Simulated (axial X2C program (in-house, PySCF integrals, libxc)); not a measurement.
**A two-component session on GaB⁻: EOM-EA-CCSD levels**

Aim: EOM-EA-CCSD levels of GaB⁻, with spin–orbit coupling in the Hamiltonian from the start.

Computed with an in-house X2C program for linear molecules on PySCF integrals. Level: two-component X2C with atomic mean-field terms, Ga dyall-acv3z, B dyall-av3z.

All values are calculated.

## Step 1: The job

The input, task.json:

```json
{"zs": [31, 5], "q": -1, "bas": ["dyall-acv3z", "dyall-av3z"], "r0": 2.09, "eom": "ea", "thr": -2.0, "nmax": 92, "grid": [1, 0.96, 1.045, 0.92, 1.09, 1.15], "rq": 0}
```

Keys: zs atomic numbers; q charge; bas basis sets; r0 starting distance in Å; eom kind of EOM run; thr threshold in hartree for freezing inner shells (an s shell follows its p shell); nmax most natural virtual spinors; grid distances as factors.

On the command line:

```console
> python soeom.py task.json out
```

The runs that follow: EOM-EA-CCSD at 2.027 Å.

What does the calculation give? Wanted: next root led by one particle; T1 of the reference.

As calculated:

| quantity | value |
| --- | --- |
| lowest root at 2.027 Å | Ω = 1/2, 1.189 eV |
| next root led by one particle | Ω = 1/2, about 1370 cm⁻¹ higher |
| T1 of the reference | 0.027 |

**Reading.** The added electron is bound by 1.19 eV in a spinor of 47% B pσ, 23% Ga pσ, 12% Ga sσ. The closed-shell reference lies 0.76 eV above the lowest determinant found, so these energies count from an excited configuration. Errors of 0.1 to 0.3 eV are usual at this size, and roots led by higher excitations are left out, so the list is incomplete, and low states of that kind can be missing. T1 or the largest double amplitude of the reference is raised, which lowers the reliability.
